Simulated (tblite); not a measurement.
# As8Ga9H24: the cost of one run

Programs: tblite 0.8.0 and PySCF 2.14.0, with routines of our own; each step states its level. All values are computed. Atoms count from 0.

## 1. The system as given

41 atoms, charge -1, multiplicity 1; geometry from: force field, distance geometry or constructed start.

## 2. Geometry optimisation with GFN1-xTB, one coordinate held

Job settings and geometry (Å):

```
{"job": {"kind": "relax", "xc": "GFN1-xTB", "basis": "xTB"}, "charge": -1, "multiplicity": 1}
As    -4.484100    -1.238000     0.894100
Ga    -4.484100     1.069800     1.710000
As     1.511800    -2.391900    -2.369700
As     3.510400    -1.238000     0.894100
Ga     3.510400    -1.238000    -1.553700
As    -0.486900    -1.238000     0.894100
Ga    -0.486900    -1.238000    -1.553700
Ga     1.511800    -2.391900     1.710000
Ga    -2.485500    -2.391900     1.710000
As     3.510400     1.069800    -2.369700
As    -0.486900     1.069800    -2.369700
As     1.511800     2.223700     0.894100
Ga     1.511800     2.223700    -1.553700
Ga     3.510400     1.069800     1.710000
As    -2.485500     2.223700     0.894100
Ga    -2.485500     2.223700    -1.553700
Ga    -0.486900     1.069800     1.710000
H     -4.484100    -1.238000    -0.625900
H     -5.725200    -1.954500     1.400700
H     -5.749700     1.800500     1.193400
H     -4.484100     1.069800     3.260000
H      1.511800    -2.391900    -3.889700
H      1.511800    -3.825000    -1.863000
H      4.751500    -1.954500     1.400700
H      4.776000    -1.968700    -2.070400
H     -1.752400    -1.968700    -2.070400
H      1.511800    -2.391900     3.260000
H      1.511800    -3.853300     1.193400
H     -2.485500    -2.391900     3.260000
H     -2.485500    -3.853300     1.193400
H      3.510400     1.069800    -3.889700
H      4.751500     1.786400    -1.863000
H     -0.486900     1.069800    -3.889700
H      1.511800     3.656800     1.400700
H      1.511800     3.685100    -2.070400
H      4.776000     1.800500     1.193400
H      3.510400     1.069800     3.260000
H     -2.485500     3.656800     1.400700
H     -3.751100     1.493100    -2.070400
H     -2.485500     3.685100    -2.070400
H     -0.486900     1.069800     3.260000
```

Started as:

```bash
OMP_NUM_THREADS=2 python large_run.py task.json out
```

One launch serves the whole session: the jobs run in the order shown.

Q: Estimate the wall time and peak memory of this first job on 2 threads of Arm Neoverse N1, shared host.

About 3.8 s, with a peak of 0.16 GiB.
